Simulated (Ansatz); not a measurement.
Set up this calculation in Ansatz 0.2.0, as the native input.

- Task: single point
- Functional: PBE0 form with a typed share of exact exchange
- Potentials or basis: Ansatz PAW
- Cutoff: 420 eV (not typed: the program's choice for these potentials)
- k mesh: 6 × 6 × 4
- Occupations: fermi-dirac, width 0.05 eV
- Spin: no spin polarisation
- Share of exact exchange: 0.35

Crystal: TaO.

```
CELL_PARAMETERS angstrom
3.06611 0.00000 0.00000
-1.53306 2.65533 0.00000
0.00000 0.00000 3.85502
ATOMIC_POSITIONS crystal
Ta 0.00000 0.00000 0.50000
O 0.00000 0.00000 0.00000
```

The cell was built by a generator and needn't be a form met in nature.

These files were run (other wordings do the same):

input.yaml

```yaml
crystal:
  lattice:
    - [3.06611, 0.0, 0.0]
    - [-1.53306, 2.65533, 0.0]
    - [0.0, 0.0, 3.85502]
  atoms:
    - { symbol: Ta, position: [0.0, 0.0, 0.5] }
    - { symbol: O, position: [0.0, 0.0, 0.0] }
hamiltonian:
  xc: { exchange: pbe, correlation: pbe, exx: { coeff: 0.35 } }
  pseudopotentials: { kind: paw }
kpoints:
  mp_grid: { grid: [6, 6, 4] }
scf:
  occupations: { method: fermi_dirac, width: 0.05 }
output:
  forces: true
  stress: true
  eigenvalues: true
  write_density: true
  write_potential: true
  elf: true
  volumetric_format: npy
```

Potentials or basis: Ansatz PAW.

The run is started by

```bash
$ ansatz run input.yaml --threads 2 --pin off --max-ram 5632MiB --backend cpu --events-out ev --progress --plain --runs-dir out
```

Results of the run:

| Item | Value |
| --- | --- |
| Pressure | -8.5 GPa |
| Band gap on the k mesh | none (metal or under the smearing width) |

Caveat: the k mesh is coarse (spacing up to 0.41 Å⁻¹), so the values aren't converged, least of all with exact exchange; an odd number of electrons without spin polarisation forces a metal; a magnetic or distorted state may lie lower; the PAW data sets come from PBE, with cores solved anew for the run's functional, which leaves a small shift of forces and pressure; the thresholds are loose for stress.

It took 14 s on 2 threads of Arm Neoverse V1 (shared host), peak memory 0.81 GiB.
